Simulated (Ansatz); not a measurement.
**TiN+ (septet): the correlation ladder, def2-TZVPP**

One table from this session's results is given with a row withheld; the runs are named, their logs left out.

Program: Ansatz 0.2.0, Gaussian basis. Level of theory: def2-TZVPP, core rule «outside noble gas», up to 10 orbitals frozen. These are calculated values, not measurements.

To be run: UHF; CCSD(T) on ROHF; CCSD(T) on UHF; CCSDT(Q) on ROHF; CCSDT(Q) on UHF.

16 further runs of the same task are left out: 11 for a known fault of the program, 5 set aside as unsound or not needed.

**The system**

The geometry is a PBE0/def2-TZVP stationary point (not a proven minimum) of the parent state, kept for this charge and spin.

2 atoms, charge 1, spin multiplicity 7.

Atoms are counted from 1 here; the program's logs count them from 0.

Bond lengths: Ti1–N2 2.040 Å.

Set-up of the first run:

Contents of in.yaml:

```yaml
crystal:
  periodic: [false, false, false]
  atoms:
    - {symbol: Ti, position_ang: [0.000000, 0.000000, 0.000000]}
    - {symbol: N, position_ang: [0.000000, 0.000000, 2.039600]}
basis:
  gaussian: {orbitals: def2-TZVPP}
total_charge: 1
magnetization: {spin_polarized: true, initial_magnetization: 6}
hamiltonian: {xc: hf}
output: {orbitals: {seedname: orbitals}}
```

The run is started by

```console
ansatz run in.yaml --threads 1 --pin off --events-out ev --progress --plain --max-ram 4096MiB --backend cpu
```

Steps of the session up to this table: UHF; CCSD(T) on ROHF; CCSD(T) on UHF; CCSDT(Q) on ROHF; CCSDT(Q) on UHF.

One of the session's tables, all rows but one given; the rest of the session is left out.

It belongs to the step «Misses and costs». 

```
   method  from RCCSDT(Q) (kcal/mol)
     ROHF                     +91.57
      UHF                     +87.05
     RMP2                     +17.94
     UMP2                     +15.25
    RCCSD                      +2.78
    UCCSD                      +0.44
 RCCSD(T)                      +0.65
 UCCSD(T)                      -1.63
   RCCSDT                      +0.06
   UCCSDT                      -2.10
RCCSDT(Q)                          0
UCCSDT(Q)                          ?
```

Q: Estimate the row for UCCSDT(Q) from the others.

The run gave: from RCCSDT(Q) (kcal/mol): -2.15. In the column «from RCCSDT(Q) (kcal/mol)» it is the lowest.

Caveats from the session: Restricted and unrestricted rows rest on different reference determinants; where their highest levels disagree by more than a few hundredths of an eV, they describe different states and don't form one ladder.
